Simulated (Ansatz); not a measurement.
# Si3SnH10: a ladder of functionals and wavefunction methods

How much do the methods differ for Si3SnH10? The plan is to run it at one geometry with functionals of several rungs and with coupled cluster, and see how far each lands from CCSD(T) at the basis-set limit for the atomisation energy.

Method: functionals in def2-TZVPP, the program's frozen cores in correlated methods; program: Ansatz 0.2.0, Gaussian basis.

Plan: LDA (SPW92), PBE-D4, revPBE-D4, BLYP-D4, r2SCAN-D4, B97M-V, PBE0-D4, B3LYP-D4, r2SCANh-D4, r2SCAN0-D4, HSE06-D4, BHLYP-D4, CAM-B3LYP-D4, LC-ωPBE, ωB97X-V, ωB97M-V, B2PLYP, PBE-QIDH; CCSD(T)/def2-SVP; CCSD(T)/def2-TZVPP; MP2/def2-QZVPP; extrapolation to the limit; RPA on PBE.

## Step 1: The geometry

An earlier PBE0-D4 in a triple-zeta def2 set relaxation fixed the geometry. Sn takes the def2 core potential; no spin-orbit term is included.

14 atoms, charge 0, spin multiplicity 1.

Atoms are counted from 1 here; the program's logs count them from 0.

Bond lengths: Si1–Sn2 2.563 Å, Si1–H5 1.487 Å, Si1–H6 1.487 Å, Si1–H7 1.487 Å, Sn2–Si3 2.563 Å, Sn2–Si4 2.563 Å, Sn2–H8 1.713 Å, Si3–H9 1.487 Å, Si3–H10 1.487 Å, Si3–H11 1.487 Å, Si4–H12 1.487 Å, Si4–H13 1.487 Å, Si4–H14 1.487 Å. Angles: Sn2–Si1–H5 110.7°, Sn2–Si1–H6 110.7°, Sn2–Si1–H7 109.4°, H5–Si1–H6 108.8°, H5–Si1–H7 108.6°, H6–Si1–H7 108.6°, Si1–Sn2–Si3 110.0°, Si1–Sn2–Si4 110.0°, Si1–Sn2–H8 108.9°, Si3–Sn2–Si4 110.1°, Si3–Sn2–H8 108.9°, Si4–Sn2–H8 108.9°, Sn2–Si3–H9 110.7°, Sn2–Si3–H10 110.7°, Sn2–Si3–H11 109.4°, H9–Si3–H10 108.8°, H9–Si3–H11 108.6°, H10–Si3–H11 108.6° and more.

## Step 2: LDA

This LDA is Slater exchange with PW92 correlation.

Contents of in.yaml:

```yaml
crystal:
  periodic: [false, false, false]
  atoms:
    - {symbol: Si, position_ang: [-1.154004, 1.493662, -1.523478]}
    - {symbol: Sn, position_ang: [-0.490397, 0.068173, 0.501142]}
    - {symbol: Si, position_ang: [1.762838, 0.861491, 1.431226]}
    - {symbol: Si, position_ang: [-0.343050, -2.400172, -0.174926]}
    - {symbol: H, position_ang: [-2.460685, 1.047122, -2.075667]}
    - {symbol: H, position_ang: [-1.259844, 2.927945, -1.144881]}
    - {symbol: H, position_ang: [-0.119524, 1.357682, -2.583435]}
    - {symbol: H, position_ang: [-1.684205, 0.240146, 1.717101]}
    - {symbol: H, position_ang: [1.688631, 2.289012, 1.841605]}
    - {symbol: H, position_ang: [2.162349, 0.045563, 2.608669]}
    - {symbol: H, position_ang: [2.807378, 0.723185, 0.381501]}
    - {symbol: H, position_ang: [0.052126, -3.240968, 0.986379]}
    - {symbol: H, position_ang: [0.677240, -2.559651, -1.245297]}
    - {symbol: H, position_ang: [-1.651755, -2.882392, -0.691141]}
basis:
  gaussian: {orbitals: def2-TZVPP}
hamiltonian: {xc: lda}
output: {orbitals: {seedname: orbitals}}
```

Command:

```
$ ansatz run in.yaml --threads 4 --pin off --events-out ev --progress --plain --max-ram 11315MiB
```

The runs that follow: PBE-D4 (GGA); revPBE-D4 (GGA); BLYP-D4 (GGA); r2SCAN-D4 (meta-GGA); B97M-V (meta-GGA); PBE0-D4 (hybrid); B3LYP-D4 (hybrid); r2SCANh-D4 (hybrid); r2SCAN0-D4 (hybrid); HSE06-D4 (hybrid); BHLYP-D4 (hybrid); CAM-B3LYP-D4 (range-separated); LC-ωPBE (range-separated); ωB97X-V (range-separated); ωB97M-V (range-separated); B2PLYP (double hybrid); PBE-QIDH (double hybrid); CCSD(T) in def2-SVP; CCSD(T) in def2-TZVPP; MP2 in def2-QZVPP; RPA on PBE orbitals.

Before running them: what should the planned runs give, taken together? Wanted: atomisation energy, CCSD(T)/CBS; farthest beyond LDA; mean size of error, GGA; mean size of error, meta-GGA; mean size of error, hybrid; mean size of error, range-separated; mean size of error, double hybrid; gap, smallest and largest; T1 diagnostic.

As calculated:

| quantity | value |
| --- | --- |
| atomisation energy, CCSD(T)/CBS | 3855.0 kJ/mol |
| functionals within 38.6 kJ/mol (1.0 %) | r2SCAN-D4, B97M-V, B3LYP-D4, CAM-B3LYP-D4, ωB97X-V, ωB97M-V |
| farthest beyond LDA | revPBE-D4 (-145.8 kJ/mol) |
| mean size of error, GGA | 113.2 kJ/mol |
| mean size of error, meta-GGA | 20.6 kJ/mol |
| mean size of error, hybrid | 55.7 kJ/mol |
| mean size of error, range-separated | 42.7 kJ/mol |
| mean size of error, double hybrid | 92.6 kJ/mol |
| gap, smallest and largest | 5.26 eV (LDA (SPW92)), 11.61 eV (LC-ωPBE) |
| T1 diagnostic | 0.0130 |
| triples share of the correlation energy | 3.1 % |

The LDA atomisation energy is off by 341.6 kJ/mol (9 %): it overbinds. PBE-D4 is off by -98.5 kJ/mol. Double hybrids carry the basis error of their MP2 part in triple zeta, and no dispersion term here, so their miss is partly the set-up's. Taken by rung, meta-GGA functionals do best (20.6 kJ/mol on average) and GGA ones worst beyond LDA (113.2 kJ/mol). double hybrid functionals lie within the reference's doubt of that worst mean (92.6 kJ/mol), so those two tie. The reference freezes the cores and leaves out spin-orbit coupling and excitations past (T), and its outer-core shells are covered unevenly, so misses under about 38.6 kJ/mol can't be ranked. All levels share the lack of spin-orbit coupling, which lowers the free heavy atoms and so the true binding. Hartree-Fock recovers 75 % of the binding; the rest is correlation. CCSD(T) in def2-SVP is off by -282.3 kJ/mol, worse than the median functional, from the basis alone. Orbital gaps span 5.3 to 11.6 eV; exact exchange widens them. Correlated methods include outer-core shells of Sn, which these sets cover unevenly.
